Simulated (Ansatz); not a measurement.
**Si3Sn: a single-point run**

Wanted: a converged single-point run for Si3Sn, and a check of what comes out. The structure is shown as the input types it. The cell is built on a prototype (ordering on diamond) and needn't be the phase found in nature.

Computed with Ansatz 0.2.0 (density functional or hybrid calculation with the settings of its input, plane waves (as first typed), unless a step's input says otherwise).

3 further runs of the same task are left out: 1 for a known fault of the program, 2 that didn't finish.

## 1. Starting point

Symmetry: P-4m2, No. 115, tetragonal system. The conventional cell has a = 4.038 Å, b = 4.038 Å, c = 5.749 Å, α = 90.00°, β = 90.00°, γ = 90.00°. Si (site symmetry 2mm) has 2 Si at 2.40 Å and 2 Sn at 2.56 Å as nearest neighbours. Around Si (site symmetry -4m2) lie 4 Si at 2.40 Å. Sn (site symmetry -4m2) is surrounded by 4 Si at 2.56 Å.

As a file:

```cif
data_structure
_symmetry_space_group_name_H-M 'P 1'
_symmetry_Int_Tables_number 1
_cell_length_a 4.0376
_cell_length_b 4.0376
_cell_length_c 5.7486
_cell_angle_alpha 90.000
_cell_angle_beta 90.000
_cell_angle_gamma 90.000
_cell_volume 93.72
loop_
_atom_site_label
_atom_site_type_symbol
_atom_site_fract_x
_atom_site_fract_y
_atom_site_fract_z
_atom_site_occupancy
Si1 Si 0.50000 0.00000 0.77460 1
Si2 Si 0.50000 0.50000 0.00000 1
Si3 Si 0.00000 0.50000 0.22540 1
Sn1 Sn 0.00000 0.00000 0.50000 1
```

## 2. Running it

The input, input.yaml:

```yaml
crystal:
  lattice:
    - [4.037638911, 0.0, 0.0]
    - [0.0, 4.037638911, 0.0]
    - [0.0, 0.0, 5.7486205295]
  atoms:
    - { symbol: Si, position: [0.5, 0.0, 0.7746010627] }
    - { symbol: Si, position: [0.5, 0.5, 0.0] }
    - { symbol: Si, position: [0.0, 0.5, 0.2253989373] }
    - { symbol: Sn, position: [0.0, 0.0, 0.5] }
kpoints:
  mp_grid: { grid: [2, 4, 6] }
hamiltonian:
  xc: r2scan
scf:
  occupations: { method: fixed }
  n_extra_bands: 5
output:
  forces: true
  stress: true
  eigenvalues: true
```

Command:

```
$ ansatz run input.yaml --threads 4 --pin off --max-ram 3686MiB --backend cpu --events-out ev --progress --plain --runs-dir out
```

Q: Will this input give a usable result? If not, why, and what should change?

The run converged and reported no error, with warnings (symmetry narrowed by mesh). Its log warns: «crystal.symmetry: narrowed to the stabiliser of the k-point mesh — unitary ops 8 → 4; excluded 4 operations that carry a point of the 2×4×6 mesh (shift [0, 0 ...»

The suspect setting: kpoints.mp_grid.grid is [2, 4, 6]. Unequal divisions along equivalent axes break the crystal's symmetry in the sampling.

To check: set kpoints.mp_grid.grid to [4, 4, 4].
